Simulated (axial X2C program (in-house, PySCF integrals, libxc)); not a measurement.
# Linear BrBBr⁺ at several levels

The task here is to estimate one member of a computed series from the others.

Program: an in-house X2C program for linear molecules on PySCF integrals. Level of theory: all-electron X2C, two-component (2c) or spin-free, Br dyall-av3z, B dyall-v3z. These are calculated values, not measurements.

All values are calculated.

1 further run of the same task is left out (set aside as unsound or not needed).

Set-up of the first run:

task.json

```json
{"zs": [35, 5, 35], "q": 1, "bas": ["dyall-av3z", "dyall-v3z", "dyall-av3z"], "r0": [1.99, 1.99], "symm": 1, "scan": ["PBE0", "HF", "LDA"], "levels": ["PBE0", "HF", "LDA"], "nst": 2}
```

Keys: zs atomic numbers; q charge; bas basis sets; r0 starting distance in Å; symm equal bonds; scan levels of the two-bond scan (MP2 follows by itself at each HF point); levels methods; nst determinants followed.

Run with:

```sh
> python solin.py task.json out
```

Masses Br 78.918, B 11.009, Br 78.918 u.

Steps of the session up to this table: Scan at PBE0, 2c; Scan at HF, 2c; Scan at LDA, 2c.

One table of the session follows, with a row left open; its other results are not shown here.

```
          level  r(Br–B) (Å)  r(B–Br) (Å)  lower stretch (cm⁻¹)  upper stretch (cm⁻¹)
       PBE0, 2c        1.760        1.760                 335.2                1265.9
         HF, 2c        1.765        1.765                 337.9                1257.8
        LDA, 2c        1.754        1.754                 332.8                1265.3
        MP2, 2c        1.762        1.762                 341.8                1278.6
PBE0, spin-free        1.759        1.759                 335.9                1267.8
  HF, spin-free        1.764        1.764                 338.6                1259.8
 LDA, spin-free            ?            ?                     ?                     ?
 MP2, spin-free        1.761        1.761                 342.4                1280.1
```

Q: Estimate the row for LDA, spin-free from the others.

As computed: r(Br–B) (Å): 1.754; r(B–Br) (Å): 1.754; lower stretch (cm⁻¹): 333.6; upper stretch (cm⁻¹): 1267.3.

Scans not shown above were run alike.

In words: Over the levels the Br–B bond spans 1.754 to 1.765 Å and the B–Br bond 1.754 to 1.765 Å. At PBE0 spin–orbit coupling leaves both bonds unchanged to 0.001 Å. Each state is one determinant, the lowest of a limited PBE0 search; the stretches come from a fit to few points and are good to some per cent at best. MP2 freezes inner shells (threshold -2 hartree). The molecule was held linear; bending was not examined, so a bent shape may lie lower.
